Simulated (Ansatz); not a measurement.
**CH3BrGe: how energies converge with the basis set**

An exercise on one series of results from a longer session: the logs are not shown, and one member is left open.

Computed with Ansatz 0.2.0, Gaussian basis. Level: one geometry, several basis sets.

Plan: PBE0-D4/def2-SVP; ωB97M-V/def2-SVP; PBE0-D4/def2-QZVPP; ωB97M-V/def2-QZVPP; the functionals' def2-TZVPP values are taken from earlier runs.

**The geometry**

An earlier PBE0-D4 in a triple-zeta def2 set relaxation fixed the geometry.

6 atoms, charge 0, spin multiplicity 1.

Atoms are counted from 1 here; the program's logs count them from 0.

Bond lengths: C1–Ge2 1.985 Å, C1–H4 1.094 Å, C1–H5 1.092 Å, C1–H6 1.094 Å, Ge2–Br3 2.358 Å. Angles: Ge2–C1–H4 109.5°, Ge2–C1–H5 111.1°, Ge2–C1–H6 109.9°, H4–C1–H5 109.4°, H4–C1–H6 107.2°, H5–C1–H6 109.6°, C1–Ge2–Br3 96.4°.

Geometry (Å):

```xyz
6
CH3BrGe
C    -0.42764    0.39902   -0.27072
Ge    0.17079   -0.35633    1.46464
Br    1.88439   -1.71508    0.58378
H     0.40159    0.93616   -0.74118
H    -1.26974    1.08084   -0.13355
H    -0.71729   -0.40861   -0.94916
```

The first run:

in.yaml

```yaml
crystal:
  periodic: [false, false, false]
  atoms:
    - {symbol: C, position_ang: [-0.427645, 0.399023, -0.270724]}
    - {symbol: Ge, position_ang: [0.170794, -0.356330, 1.464641]}
    - {symbol: Br, position_ang: [1.884391, -1.715078, 0.583775]}
    - {symbol: H, position_ang: [0.401590, 0.936157, -0.741181]}
    - {symbol: H, position_ang: [-1.269745, 1.080840, -0.133552]}
    - {symbol: H, position_ang: [-0.717286, -0.408611, -0.949159]}
basis:
  gaussian: {orbitals: def2-SVP}
hamiltonian: {xc: pbe0, dispersion: d4}
output: {orbitals: {seedname: orbitals}}
```

On the command line:

```
ansatz run in.yaml --threads 2 --pin off --events-out ev --progress --plain --max-ram 20480MiB --backend cpu
```

Among the steps run: PBE0-D4 in def2-SVP; ωB97M-V in def2-SVP; PBE0-D4 in def2-QZVPP; ωB97M-V in def2-QZVPP.

One of the session's tables, all rows but one given; the rest of the session is left out.

It belongs to the step «Density functionals: the series». 

```
functional       basis  HOMO (eV)  LUMO (eV)
   PBE0-D4    def2-SVP          ?          ?
   PBE0-D4  def2-TZVPP      -6.82      -2.74
   PBE0-D4  def2-QZVPP      -6.84      -2.77
   ωB97M-V    def2-SVP      -8.82      -0.74
   ωB97M-V  def2-TZVPP      -8.91      -0.80
   ωB97M-V  def2-QZVPP      -8.94      -0.89
```

**Question.** Estimate the row for PBE0-D4, def2-SVP.

**Answer.** HOMO (eV): -6.75; LUMO (eV): -2.70. In the column «HOMO (eV)» it is the highest.
